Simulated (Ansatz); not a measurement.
**C₃H₈Ge: up Jacob's ladder to CCSD(T)**

How much do the methods differ for C₃H₈Ge? The plan is to run it at one geometry with functionals of several rungs and with coupled cluster, and see how far each lands from CCSD(T) at the basis-set limit for the atomisation energy.

Computed with Ansatz 0.2.0, Gaussian basis. Level: functionals in def2-TZVPP, the program's frozen cores in correlated methods.

Plan: LDA (SPW92), PBE-D4, revPBE-D4, BLYP-D4, r2SCAN-D4, B97M-V, PBE0-D4, B3LYP-D4, r2SCANh-D4, r2SCAN0-D4, HSE06-D4, BHLYP-D4, CAM-B3LYP-D4, LC-ωPBE, ωB97X-V, ωB97M-V, B2PLYP, PBE-QIDH; CCSD(T)/def2-SVP; CCSD(T)/def2-TZVPP; MP2/def2-QZVPP; extrapolation to the limit; RPA on PBE.

## 1. The relaxed structure

An earlier PBE0-D4 in a triple-zeta def2 set relaxation fixed the geometry.

SMILES `C=C[CH2][GeH3]`, 12 atoms, charge 0, spin multiplicity 1.

Atoms are counted from 1 here; the program's logs count them from 0.

Bond lengths: C1–C2 1.328 Å, C1–H5 1.086 Å, C1–H6 1.083 Å, C2–C3 1.485 Å, C2–H7 1.089 Å, C3–Ge4 1.972 Å, C3–H8 1.093 Å, C3–H9 1.094 Å, Ge4–H10 1.539 Å, Ge4–H11 1.537 Å, Ge4–H12 1.540 Å. Angles: C2–C1–H5 121.5°, C2–C1–H6 121.4°, H5–C1–H6 117.1°, C1–C2–C3 125.4°, C1–C2–H7 118.6°, C3–C2–H7 115.9°, C2–C3–Ge4 111.2°, C2–C3–H8 111.4°, C2–C3–H9 111.3°, Ge4–C3–H8 107.8°, Ge4–C3–H9 106.9°, H8–C3–H9 108.0°, C3–Ge4–H10 109.6°, C3–Ge4–H11 109.5°, C3–Ge4–H12 110.3°, H10–Ge4–H11 109.1°, H10–Ge4–H12 108.9°, H11–Ge4–H12 109.4°.

## 2. LDA

This LDA is Slater exchange with PW92 correlation.

in.yaml

```yaml
crystal:
  periodic: [false, false, false]
  atoms:
    - {symbol: C, position_ang: [-1.209115, 1.668451, 0.024365]}
    - {symbol: C, position_ang: [-0.122453, 1.025183, 0.434322]}
    - {symbol: C, position_ang: [-0.043098, -0.427954, 0.728822]}
    - {symbol: Ge, position_ang: [0.939268, -1.388112, -0.686004]}
    - {symbol: H, position_ang: [-2.158037, 1.155880, -0.101659]}
    - {symbol: H, position_ang: [-1.188172, 2.728501, -0.197747]}
    - {symbol: H, position_ang: [0.805528, 1.584430, 0.542461]}
    - {symbol: H, position_ang: [-1.037443, -0.873777, 0.807004]}
    - {symbol: H, position_ang: [0.486652, -0.614739, 1.667216]}
    - {symbol: H, position_ang: [2.319386, -0.737971, -0.890105]}
    - {symbol: H, position_ang: [0.148446, -1.310586, -2.002098]}
    - {symbol: H, position_ang: [1.135940, -2.864308, -0.292675]}
basis:
  gaussian: {orbitals: def2-TZVPP}
hamiltonian: {xc: lda}
output: {orbitals: {seedname: orbitals}}
```

On the command line:

```
> ansatz run in.yaml --threads 4 --pin off --events-out ev --progress --plain --max-ram 10444MiB
```

The runs that follow: PBE-D4 (GGA); revPBE-D4 (GGA); BLYP-D4 (GGA); r2SCAN-D4 (meta-GGA); B97M-V (meta-GGA); PBE0-D4 (hybrid); B3LYP-D4 (hybrid); r2SCANh-D4 (hybrid); r2SCAN0-D4 (hybrid); HSE06-D4 (hybrid); BHLYP-D4 (hybrid); CAM-B3LYP-D4 (range-separated); LC-ωPBE (range-separated); ωB97X-V (range-separated); ωB97M-V (range-separated); B2PLYP (double hybrid); PBE-QIDH (double hybrid); CCSD(T) in def2-SVP; CCSD(T) in def2-TZVPP; MP2 in def2-QZVPP; RPA on PBE orbitals.

Q: Predict the results of all the runs planned. Wanted: atomisation energy, CCSD(T)/CBS; farthest beyond LDA; mean size of error, GGA; mean size of error, meta-GGA; mean size of error, hybrid; mean size of error, range-separated; mean size of error, double hybrid; gap, smallest and largest; T1 diagnostic.

As calculated:

```
                                quantity                                                                                                                                          value
         atomisation energy, CCSD(T)/CBS                                                                                                                                1041.3 kcal/mol
functionals within 10.4 kcal/mol (1.0 %)  revPBE-D4, BLYP-D4, r2SCAN-D4, B97M-V, PBE0-D4, B3LYP-D4, r2SCANh-D4, r2SCAN0-D4, HSE06-D4, CAM-B3LYP-D4, LC-ωPBE, ωB97X-V, ωB97M-V, PBE-QIDH
                     farthest beyond LDA                                                                                                                      BHLYP-D4 (-22.9 kcal/mol)
                 mean size of error, GGA                                                                                                                                   9.8 kcal/mol
            mean size of error, meta-GGA                                                                                                                                   2.6 kcal/mol
              mean size of error, hybrid                                                                                                                                   6.4 kcal/mol
     mean size of error, range-separated                                                                                                                                   3.0 kcal/mol
       mean size of error, double hybrid                                                                                                                                   8.3 kcal/mol
               gap, smallest and largest                                                                                                      5.10 eV (LDA (SPW92)), 12.14 eV (LC-ωPBE)
                           T1 diagnostic                                                                                                                                         0.0110
 triples share of the correlation energy                                                                                                                                          3.9 %
```

The LDA atomisation energy is off by 133.3 kcal/mol (13 %): it overbinds. PBE-D4 is off by +11.3 kcal/mol. Double hybrids carry the basis error of their MP2 part in triple zeta, and no dispersion term here, so their miss is partly the set-up's. The rungs meta-GGA, range-separated, hybrid, double hybrid, GGA miss on average by less than the doubt on the reference (10.4 kcal/mol), so they tie. The reference freezes the cores and leaves out relativity and excitations past (T), and its outer-core shells are covered unevenly, so misses under about 10.4 kcal/mol can't be ranked. Hartree-Fock recovers 75 % of the binding; the rest is correlation. CCSD(T) in def2-SVP is off by -44.9 kcal/mol, so the small basis spoils what the method gains. The gap grows from 5.1 to 12.1 eV across the functionals, mostly with the share of exact exchange. Correlated methods include outer-core shells of Ge, which these sets cover unevenly.
